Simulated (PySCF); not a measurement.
# A gas-phase reaction: ClFH2Si + BrH → BrClH2Si + FH

Aim: the reaction energy of `F[SiH2]Cl` + `Br` → `Cl[SiH2]Br` + `F`.

Computed with PySCF 2.14.0; each step states its level. No surroundings beyond the atoms listed, unless a continuum is named. Atoms count from 0, parts from 1.

## 1. The system as given

Each species was relaxed by itself at PBE0-D3(BJ)/def2-SVPD.

## 2. Reaction energy: wB97M-D3(BJ)/def2-TZVPD

The job: settings as JSON, then the geometry in Å.

```
{"job": {"kind": "react", "xc": "wB97M-D3(BJ)", "basis": "def2-TZVPD"}, "charge": 0, "multiplicity": 1}
-1 ClFH2Si charge 0 multiplicity 1
F      1.242780    -0.822870    -0.483830
Si    -0.010790     0.130840    -0.070740
Cl     0.230390     0.693990     1.895550
H     -1.250970    -0.668240    -0.190730
H      0.038680     1.338140    -0.925330

-1 BrH charge 0 multiplicity 1
Br     0.714970     0.006950    -0.007980
H     -0.708650    -0.003650     0.007370

+1 BrClH2Si charge 0 multiplicity 1
Cl    -1.584410     1.195140    -0.104750
Si    -0.036410    -0.171500     0.009030
Br     1.908570     0.891850     0.043520
H     -0.179720    -0.930370     1.273820
H     -0.083830    -1.026170    -1.200650

+1 FH charge 0 multiplicity 1
F      0.458560    -0.015600     0.034150
H     -0.458560     0.015600    -0.034150
```

With the program's defaults for keys left out, this is: wB97M-D3(BJ)/def2-TZVPD reaction energy of separated species, gas phase.

The run is started by

```sh
> OMP_NUM_THREADS=1 python cluster_run.py task.json out
```

This one command runs all jobs of the session in turn.

**Question.** The jobs that follow are: PBE0-D3(BJ)/def2-TZVPD reaction energy of separated species, gas phase; MP2/def2-TZVPD reaction energy of separated species, gas phase. Predict: reaction energy (wB97M-D3(BJ)/def2-TZVPD); ΔH, ΔG at 298 K (xTB thermal terms). Thermal terms come from harmonic xTB runs on each species.

The runs gave:

| quantity | value |
| --- | --- |
| reaction energy (wB97M-D3(BJ)/def2-TZVPD) | 10.96 kcal/mol |
| ΔH, ΔG at 298 K (xTB thermal terms) | +12.5, +12.6 kcal/mol |
| range of the reaction energy over the runs of this table | 8.17 to 10.96 kcal/mol |

What this shows: The reaction is endothermic by 12.5 kcal/mol in the gas phase; dispersion gives -0.61, and xTB itself gave 19.34 for the electronic energy (xTB energies and thermal terms come from the earlier relaxation of each species, not shown). No barrier was sought. The reaction energy runs from 8.17 (PBE0-D3(BJ)/def2-TZVPD) to 10.96 kcal/mol (wB97M-D3(BJ)/def2-TZVPD).
